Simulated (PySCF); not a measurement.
# ErF3(H2O): other functionals and bases at one geometry

An exercise on one series of results from a longer session: the logs are not shown, and one member is left open.

Method: several levels, as the steps say, no spin–orbit coupling; program: PySCF 2.14.0.

3 further runs of the same task are left out: 2 for a known fault of the program, 1 that didn't finish.

### Starting geometry

7 atoms, charge 0, spin multiplicity 1.

Bond lengths: Er1–F2 2.014 Å, Er1–F3 2.011 Å, Er1–F4 2.014 Å, Er1–O5 2.385 Å, O5–H6 0.977 Å, O5–H7 0.977 Å. Angles: F2–Er1–F3 115.1°, F2–Er1–F4 118.2°, F2–Er1–O5 100.8°, F3–Er1–F4 115.1°, F3–Er1–O5 102.9°, F4–Er1–O5 100.8°, Er1–O5–H6 126.5°, Er1–O5–H7 126.5°, H6–O5–H7 106.6°.

As a file:

```xyz
7
charge 0, multiplicity 1
Er    0.0801   -0.0706    0.0706
F     1.0877    1.3160    1.1279
F    -1.2821   -1.1166    1.1166
F     1.0877   -1.1279   -1.3160
O    -1.2700    1.3199   -1.3199
H    -1.6472    2.1888   -1.0811
H    -1.6472    1.0811   -2.1888
```

Formal oxidation states: Er +3. Each metal's 11 4f electrons lie in its core potential, so multiplicities, spins and levels count the valence alone. An earlier session relaxed this geometry at BP86, Er lcecp-1-SVP with ECP57, F def2-SVP, O def2-SVP, H def2-SVP (singlet, point group Cs).

At BP86 on the finer grid: E = -414.257400 Eh, HOMO -7.68 eV, LUMO -1.91 eV, Mulliken charge on Er1 +0.97 e, largest force component 0.003 eV/Å. 

Levels to run: HF; CAM-B3LYP; TPSS; BLYP; BP86, TZVP. Hardware: 2 threads of Arm Neoverse V1, shared host.

The first run:

File run.py (the lines that set the calculation):

```python
mol = gto.M(atom='''
Er     0.08009    -0.07057     0.07057
F      1.08768     1.31605     1.12785
F     -1.28212    -1.11663     1.11663
F      1.08768    -1.12785    -1.31605
O     -1.26996     1.31993    -1.31993
H     -1.64716     2.18884    -1.08109
H     -1.64716     1.08109    -2.18884''',
    basis={'Er': 'lcecp-1-SVP', 'F': 'def2-SVP', 'O': 'def2-SVP', 'H': 'def2-SVP'},
    ecp={'Er': 'lcecp-1-SVP'},
    charge=0, spin=0)
mf = scf.RHF(mol)
mf = mf.density_fit()  # fitting sets: Er AutoAux, F def2-universal-JKFIT, O def2-universal-JKFIT, H def2-universal-JKFIT
mf.conv_tol = 1e-08; mf.max_cycle = 55
mf.kernel(dm0)  # dm0: the density of the relaxed state
```

On the command line:

```sh
$ OMP_NUM_THREADS=2 python run.py
```

Among the steps run: HF; CAM-B3LYP; TPSS; BLYP; BP86, TZVP.

One of the session's tables, all rows but one given; the rest of the session is left out.

```
              level  HOMO (eV)  gap (eV)  charge on Er1 (e)  dipole (D)  largest force component (eV/Å)
BP86 (relaxed here)      -7.68      5.76               0.97        6.93                            0.00
                 HF     -14.79     16.01               1.70        7.54                            1.27
          CAM-B3LYP     -11.06     10.54               1.14        7.17                            0.38
               TPSS          ?         ?                  ?           ?                               ?
               BLYP      -7.48      5.36               0.92        6.92                            0.15
         BP86, TZVP      -7.95      5.71               1.51        6.99                            0.25
```

Estimate the missing values for TPSS.

As computed: HOMO (eV): -7.67; gap (eV): 5.87; charge on Er1 (e): 1.06; dipole (D): 6.96; largest force component (eV/Å): 0.08. In the column «HOMO (eV)» it lies between BP86 (relaxed here) (-7.68) and BLYP (-7.48).

In one basis the HOMO–LUMO gap runs from 5.36 eV (BLYP) to 16.01 eV (HF). The largest leftover force, 1.27 eV/Å with HF, stands at a geometry relaxed at another level. With 4f in the core, its levels are missing from HOMO and gap, and its count is fixed, so no charge can pass from the ligands into it. Total energies of different levels can't be compared.
